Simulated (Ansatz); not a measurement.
# CHBSe: the cost of one run

All numbers below are computed with Ansatz 0.2.0 (RKS PBE/def2-SVP).

## (1) The structure to begin with

Bond lengths: B1–C2 1.367 Å, C2–Se3 1.735 Å, B1–H4 1.143 Å. Angles: B1–C2–Se3 178.9°, C2–B1–H4 179.9°.

As a file:

```xyz
4

B    -0.3135    0.6755   -0.3700
C     0.1955   -0.4319    0.2496
Se    0.8572   -1.8463    1.0062
H    -0.7393    1.6027   -0.8858
```

## (2) End point A

input.yaml reads:

```yaml
crystal:
  periodic: [false, false, false]
  atoms:
    - { symbol: B, position_ang: [-0.31345, 0.67555, -0.36995] }
    - { symbol: C, position_ang: [0.19554, -0.43193, 0.24962] }
    - { symbol: Se, position_ang: [0.85716, -1.84628, 1.00617] }
    - { symbol: H, position_ang: [-0.73926, 1.60266, -0.88584] }
basis:
  gaussian: { orbitals: def2-SVP }
hamiltonian:
  xc: pbe
relax:
  f_tol: 0.02
  max_steps: 50
output:
  orbitals: {}
```

Started as:

```sh
> ansatz run input.yaml --threads 1 --pin off --max-ram 2048MiB --backend cpu --events-out ev --progress --plain --runs-dir out
```

Q: Estimate wall time and peak memory on 1 thread of Intel Xeon Platinum 8488C (Sapphire Rapids), shared host.

About 33 s, with a peak of 0.15 GiB.
